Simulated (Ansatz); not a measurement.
**CH₈SSn (built from SMILES C.[SH][SnH3]): a reaction path by the nudged elastic band**

Aim: the minimum-energy path between two given structures and its highest point. Both ends were relaxed at PBE0-D4 in triple zeta.

The runs use Ansatz 0.2.0, Gaussian basis; PBE0-D4/def2-SVP.

22 further runs of the same task are left out: 22 set aside as unsound or not needed.

**1. The system as given**

The first end: 11 atoms, charge 0, spin multiplicity 1.

Atoms are counted from 1 here; the program's logs count them from 0.

Bond lengths: Sn1–S2 2.407 Å, Sn1–H3 1.701 Å, Sn1–H4 1.704 Å, Sn1–H5 1.706 Å, S2–H8 1.343 Å, H6–C7 1.090 Å, C7–H9 1.090 Å, C7–H10 1.090 Å, C7–H11 1.090 Å. Angles: S2–Sn1–H3 104.6°, S2–Sn1–H4 109.6°, S2–Sn1–H5 109.3°, H3–Sn1–H4 111.5°, H3–Sn1–H5 111.3°, H4–Sn1–H5 110.3°, Sn1–S2–H8 94.0°, H6–C7–H9 109.5°, H6–C7–H10 109.6°, H6–C7–H11 109.6°, H9–C7–H10 109.4°, H9–C7–H11 109.3°, H10–C7–H11 109.4°.

Coordinates:

```
atom    x (Å)    y (Å)    z (Å)
 Sn1  -0.8980   1.2140  -1.5721
  S2   1.1597   1.9416  -0.5582
  H3  -0.5078   0.9720  -3.2099
  H4  -1.4188  -0.2313  -0.8337
  H5  -2.0790   2.4307  -1.3884
  H6   1.1325  -0.8805   0.8319
  C7   0.6247  -1.6752   1.3785
  H8   0.6246   2.0533   0.6688
  H9   0.3034  -2.4489   0.6811
 H10   1.3057  -2.1080   2.1111
 H11  -0.2470  -1.2676   1.8909
```

The second end:

```
atom     x (Å)     y (Å)     z (Å)
 Sn1  -1.19343  -0.18389  -0.86128
  S2   2.12118   1.84905  -0.05226
  H3  -0.27060  -0.05865  -2.29271
  H4  -2.72397  -0.84380  -1.25442
  H5  -1.44334   1.38518  -0.22410
  H6   2.72746   1.64864   1.12777
  C7  -0.21297  -1.42552   0.57578
  H8   1.12197   2.54191   0.51454
  H9  -0.07836  -2.42896   0.17169
 H10   0.76141  -0.99719   0.80862
 H11  -0.80925  -1.48686   1.48627
```

**2. The band at PBE0-D4/def2-SVP**

Contents of neb/in.yaml:

```yaml
crystal:
  periodic: [false, false, false]
  atoms:
    - {symbol: Sn, position_ang: [-0.898023, 1.213950, -1.572085]}
    - {symbol: S, position_ang: [1.159725, 1.941637, -0.558202]}
    - {symbol: H, position_ang: [-0.507805, 0.971953, -3.209916]}
    - {symbol: H, position_ang: [-1.418834, -0.231328, -0.833742]}
    - {symbol: H, position_ang: [-2.078978, 2.430669, -1.388413]}
    - {symbol: H, position_ang: [1.132473, -0.880497, 0.831891]}
    - {symbol: C, position_ang: [0.624737, -1.675231, 1.378451]}
    - {symbol: H, position_ang: [0.624638, 2.053251, 0.668757]}
    - {symbol: H, position_ang: [0.303450, -2.448924, 0.681114]}
    - {symbol: H, position_ang: [1.305733, -2.107984, 2.111121]}
    - {symbol: H, position_ang: [-0.247016, -1.267596, 1.890924]}
basis:
  gaussian: {orbitals: def2-SVP}
hamiltonian: {xc: pbe0, dispersion: d4}
neb:
  images: 5
  climbing: true
  max_iterations: 40
  initial_path: idpp
  final_atoms:
    - {symbol: Sn, position_ang: [-1.193432, -0.183888, -0.861281]}
    - {symbol: S, position_ang: [2.121184, 1.849045, -0.052263]}
    - {symbol: H, position_ang: [-0.270604, -0.058654, -2.292712]}
    - {symbol: H, position_ang: [-2.723966, -0.843797, -1.254418]}
    - {symbol: H, position_ang: [-1.443342, 1.385176, -0.224097]}
    - {symbol: H, position_ang: [2.727456, 1.648637, 1.127768]}
    - {symbol: C, position_ang: [-0.212968, -1.425521, 0.575780]}
    - {symbol: H, position_ang: [1.121969, 2.541907, 0.514538]}
    - {symbol: H, position_ang: [-0.078358, -2.428956, 0.171694]}
    - {symbol: H, position_ang: [0.761408, -0.997186, 0.808618]}
    - {symbol: H, position_ang: [-0.809247, -1.486863, 1.486272]}
```

On the command line:

```bash
> ansatz run in.yaml --threads 4 --pin off --events-out ev --progress --plain --max-ram 9574MiB
```

What does the calculation give? Wanted: from earlier runs: barrier over the separately found saddle, CCSD(T)/def2-TZVPP.

**Answer**, as computed:

```
                                                                       quantity                                                  value
                                                PBE0-D4/def2-SVP, 20 iterations  highest 252.8 kJ/mol (image 3), last end +82.3 kJ/mol
from earlier runs: barrier over the separately found saddle, CCSD(T)/def2-TZVPP                                           277.4 kJ/mol
```

In words: The highest image lies 252.8 kJ/mol above the first end, and it climbed, so it estimates the saddle. The ends are not quite minima at this level (largest force component 0.34 eV/Å), so the heights are unreliable: relaxing the first end would lower it and raise the barrier above it. The highest image is 24.6 kJ/mol below the CCSD(T) barrier in triple zeta, which comes from separate runs on the saddle.
